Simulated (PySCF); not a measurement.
# GaI: bond curves at several levels of theory

The task here is to estimate one member of a computed series from the others.

Computed with PySCF 2.14.0. Level: Ga x2c-TZVPPall, I x2c-TZVPPall, spin-free X2C with a Gaussian nucleus.

Set-up of the first run:

A driver script around PySCF takes these settings:

```json
{
  "atoms": "Ga, I",
  "charge": "0",
  "basis": "Ga x2c-TZVPPall, I x2c-TZVPPall",
  "Hamiltonian": "spin-free X2C with a Gaussian nucleus",
  "basis functions": "108",
  "electrons treated": "84",
  "masses in u": "68.9256, 126.9045",
  "levels": "PBE0, PBE, r²SCAN, revPBE, B97-3, BLYP, B3LYP, HSE06, HF, MP2, SCS-MP2, CCSD, CCSD(T)",
  "grid": "80 radial by 434 angular points",
  "occupations": "held fixed by the projection of orbital angular momentum",
  "dissociation limit": "Ga + I, each in its ground configuration",
  "starting distance in angstrom": "2.515",
  "values of 2S to try": "0, 2"
}
```

Run with:

```bash
OMP_NUM_THREADS=2 python dia.py task.json out
```

Steps of the session up to this table: The job; First curve: PBE0; Higher solutions at PBE0; PBE (GGA); r²SCAN; revPBE; B97-3; BLYP; B3LYP; HSE06; RHF (mean field); Correlated methods on the Hartree–Fock reference.

One table of the session follows, with a row left open; its other results are not shown here.

Energy (eV) from each level's lowest point:

```
R (Å)    RHF  RHF-MP2  RHF-SCS-MP2  RHF-CCSD  RHF-CCSD(T)
2.228  0.944    0.694        0.755       n/a          n/a
2.332  0.445    0.276        0.317     0.324        0.319
2.436  0.160    0.064        0.087     0.091        0.088
2.513  0.048    0.002        0.013     0.014        0.013
2.591  0.000    0.000        0.000     0.000        0.000
2.669      ?        ?            ?         ?            ?
2.772  0.059    0.153        0.131     0.128        0.132
2.902  0.192    0.343        0.308     0.304        0.311
3.057  0.406    0.616        0.567     0.562        0.572
3.265  0.733    1.009        0.945       n/a          n/a
```

Estimate the missing values for R (Å) = 2.669.

Worked estimate for «RHF». A straight line through the neighbours (2.591, 0.000) and (2.772, 0.059) gives 0.000 + (0.059 − 0.000) × (2.669 − 2.591) / (2.772 − 2.591) = 0.025; a parabola fitted to 4 rows on both sides gives 0.006.

The run gave: RHF: 0.001; RHF-MP2: 0.043; RHF-SCS-MP2: 0.033; RHF-CCSD: 0.032; RHF-CCSD(T): 0.034. In «RHF» the line misses by +0.024 and the parabola by +0.005.
